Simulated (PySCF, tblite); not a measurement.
**C₆H₈FN: geometry, infrared bands and NMR shifts**

Wanted: the infrared bands and NMR shifts of C₆H₈FN (`C[C@@H]1C[C@@H](C#N)[C@H]1F`), by calculation.

Programs: tblite 0.8.0 and PySCF 2.14.0, with density-fitted response routines of our own. Each step states its level of theory. These are calculated values for one molecule in the gas phase, unless marked as measured. Atoms count from 0, in the outputs and in this text.

## Step 1: The molecule as given

16 atoms, charge 0, multiplicity 1; geometry from: force field or distance geometry start.

Bonds of the start (Å): C0–C1 1.50, C1–C2 1.53, C2–C3 1.52, C3–C4 1.44, C4–N5 1.16, C3–C6 1.53, C6–F7 1.38, C6–C1 1.54, C0–H8 1.12, C0–H9 1.10, C0–H10 1.12, C1–H11 1.11, C2–H12 1.10, C2–H13 1.10, C3–H14 1.11, C6–H15 1.09.

## Step 2: Optimising the geometry with GFN2-xTB

What the job is given:

```
{"job": {"kind": "relax", "xc": "GFN2-xTB", "basis": "xTB"}, "charge": 0, "multiplicity": 1}
C     -1.637600    -0.675500    -0.374900
C     -0.801400     0.029000     0.656900
C      0.042800     1.184500     0.109700
C      0.855600     0.080900    -0.551800
C      2.231400     0.476900    -0.705000
N      3.339600     0.793400    -0.848300
C      0.556700    -0.700000     0.724100
F      1.337900    -0.201500     1.744000
H     -1.105600    -1.581300    -0.755200
H     -2.610200    -1.011200     0.017600
H     -1.840200    -0.013200    -1.256900
H     -1.268600     0.208100     1.652100
H      0.568900     1.661400     0.956100
H     -0.487300     1.861700    -0.578100
H      0.341000    -0.317900    -1.451900
H      0.469500    -1.786400     0.650300
```

Run with:

```
> OMP_NUM_THREADS=1 python probes_run.py task.json out
```

The driver reads the jobs from task.json and runs them one after another.

**Question.** This job is followed by: GFN2-xTB harmonic vibrations, gas phase; GIAO PBE0/pcSseg-1 NMR shielding, non-relativistic, gas phase. What will the session give for the following? strongest single infrared mode (GFN2-xTB); zero-point energy (GFN2-xTB); 13C shifts against TMS (PBE0/pcSseg-1); 1H shifts against TMS (PBE0/pcSseg-1, means over atoms taken as alike); 15N shifts against NH3 (PBE0/pcSseg-1); 19F shifts against CFCl3 (PBE0/pcSseg-1); surface potential, 1st and 99th percentile.

**Answer**, as computed:

| quantity | value |
| --- | --- |
| strongest single infrared mode (GFN2-xTB) | 2410 cm⁻¹, 194 km/mol |
| zero-point energy (GFN2-xTB) | 80.1 kcal/mol |
| 13C shifts against TMS (PBE0/pcSseg-1) | 123.2, 93.4, 40.8, 27.4, 26.8, 21.3 ppm |
| 1H shifts against TMS (PBE0/pcSseg-1, means over atoms taken as alike) | 4.55, 3.06, 2.92, 2.26, 1.37, 1.22 ppm |
| 15N shifts against NH3 (PBE0/pcSseg-1) | 307.7 ppm |
| 19F shifts against CFCl3 (PBE0/pcSseg-1) | -192.9 ppm |
| surface potential, 1st and 99th percentile | -1.90 V and 1.47 V |

**Reading.** Over 113 steps the energy fell by 1.027 eV; of the close pairs, C0–H10 changed most, 1.121 to 1.087 Å. All 42 modes are real, so the xTB geometry is a minimum. The strongest single mode, at 2410 cm⁻¹, moves mainly C4 and N5. Unscaled tight-binding wavenumbers are off by several per cent, some by more. Its intensities can rank the bands wrongly. The most deshielded carbon is C4 (nitrile carbon), at 123.2 ppm: C≡N carbons fall here, among the sp2 signals but without a proton. The most deshielded hydrogen is H15 (hydrogen on an sp3 CH bonded to F), at 4.55 ppm: its carbon carries F, which withdraws density. At PBE0/pcSseg-1: The largest span, 504 ppm, is at N5, where the paramagnetic term is -380 ppm.
